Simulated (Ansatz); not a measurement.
# Er2AlAs3: the cost of one run

Computed with Ansatz 0.2.0 (DFT PBE, scalar-relativistic, plane waves, PAW; 4f electrons in the core of a trivalent norm-conserving potential, unless a step's input says otherwise).

1 further run of the same task is left out (it didn't finish).

**1. Starting point**

The structure is hexagonal, space group P6/mmm (No. 191). Conventional cell: a = 6.412 Å, b = 6.412 Å, c = 3.720 Å, α = 90.00°, β = 90.00°, γ = 120.00°. Er (site symmetry -6m2) is surrounded by 6 As at 2.62 Å. Al (site symmetry 6/mmm) has 6 Er at 3.70 Å and 12 As at 3.71 Å and 2 Al at 3.72 Å in its first shell of neighbours. As (site symmetry mmm) is surrounded by 4 Er at 2.62 Å and 4 Al at 3.71 Å.

Coordinates:

```xyz
6
Lattice="6.4120 0.0000 0.0000 -3.2060 5.5530 0.0000 0.0000 0.0000 3.7202" Properties=species:S:1:pos:R:3 pbc="T T T"
Er    0.0000    3.7020    1.8601
Er    3.2060    1.8510    1.8601
Al    0.0000    0.0000    1.8601
As   -1.6030    2.7765    0.0000
As    3.2060    0.0000    0.0000
As    1.6030    2.7765    0.0000
```

A structure generator made this guess: species swapped into a database cell of TmB2Ir3 (P6/mmm, No. 191), with Al on the Tm sites, Er on the B sites and As on the Ir sites. The dimensions are guesses.

**2. Probe: one point on a coarse mesh**

Contents of input.yaml:

```yaml
crystal:
  lattice:
    - [6.41201822, 0.0, 0.0]
    - [-3.20600911, 5.55297067, 0.0]
    - [0.0, 0.0, 3.72018495]
  atoms:
    - { symbol: Er, position: [0.33333333, 0.66666667, 0.5] }
    - { symbol: Er, position: [0.66666667, 0.33333333, 0.5] }
    - { symbol: Al, position: [0.0, 0.0, 0.5] }
    - { symbol: As, position: [0.0, 0.5, 0.0] }
    - { symbol: As, position: [0.5, 0.0, 0.0] }
    - { symbol: As, position: [0.5, 0.5, 0.0] }
basis:
  ecutwfc: 770
kpoints:
  mp_grid: { grid: [3, 3, 6] }
hamiltonian:
  xc: pbe
  pseudopotentials:
    kind: paw
    azcp: { Er: "pseudopotentials/pbe/nc/lanthanide_3plus/Er.nc.azcp" }
scf:
  occupations: { method: gaussian, width: 0.1 }
  lower_state_search: "off"
output:
  forces: true
  stress: true
  eigenvalues: true
```

Launch:

```
$ ansatz run input.yaml --threads 1 --pin off --max-ram 2560MiB --backend cpu --events-out ev --progress --plain --runs-dir out
```

What time and memory should one allow on 1 thread of Arm Neoverse V2, shared host?

About 10 s, with a peak of 0.5 GiB.
